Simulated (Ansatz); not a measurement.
# LaP: the cost of one run

Computed with Ansatz 0.2.0 (DFT LDA, scalar-relativistic, unless a step's input says otherwise).

### 1 Starting point

Symmetry: Fm-3m, No. 225, cubic system. The conventional cell has a = 6.025 Å, b = 6.025 Å, c = 6.025 Å, α = 90.00°, β = 90.00°, γ = 90.00°. La (site symmetry m-3m) is surrounded by 6 P at 3.01 Å. P (site symmetry m-3m) is surrounded by 6 La at 3.01 Å.

Coordinates:

```
La P
1.0
     0.00000    3.01250    3.01250
     3.01250    0.00000    3.01250
     3.01250    3.01250    0.00000
La P
1 1
Direct
  0.00000 0.00000 0.00000
  0.50000 0.50000 0.50000
```

The structure is an experimental refinement, used without relaxation.

Atoms are numbered in the order of the input: La1, P2.

### 2 Volume × 0.94, LAPW

File input.yaml:

```yaml
crystal:
  lattice:
    - [0.0, 2.9510031525, 2.9510031525]
    - [2.9510031525, 0.0, 2.9510031525]
    - [2.9510031525, 2.9510031525, 0.0]
  atoms:
    - { symbol: La, position: [0.0, 0.0, 0.0] }
    - { symbol: P, position: [0.5, 0.5, 0.5] }
kpoints:
  mp_grid: { grid: [10, 10, 10] }
  band_path:
    path:
      - [0.0, 0.0, 0.0]
      - [0.5, 0.0, 0.5]
      - [0.625, 0.25, 0.625]
      - [0.375, 0.375, 0.75]
      - [0.0, 0.0, 0.0]
      - [0.5, 0.5, 0.5]
      - [0.5, 0.25, 0.75]
      - [0.5, 0.0, 0.5]
    npoints: 5
scf:
  occupations: { method: fermi_dirac, width: 0.03 }
hamiltonian:
  xc: lda
  pseudopotentials: { kind: all_electron, lapw: { basis_error: 0.001 } }
output:
  forces: true
  stress: true
  eigenvalues: true
```

Command:

```bash
$ ansatz run input.yaml --threads 1 --pin off --max-ram 3072MiB --backend cpu --events-out ev --progress --plain --runs-dir out
```

Q: Estimate wall time and peak memory on 1 thread of Intel Xeon 6975P-C (Granite Rapids), shared host.

About 4.9 s, with a peak of 0.32 GiB.
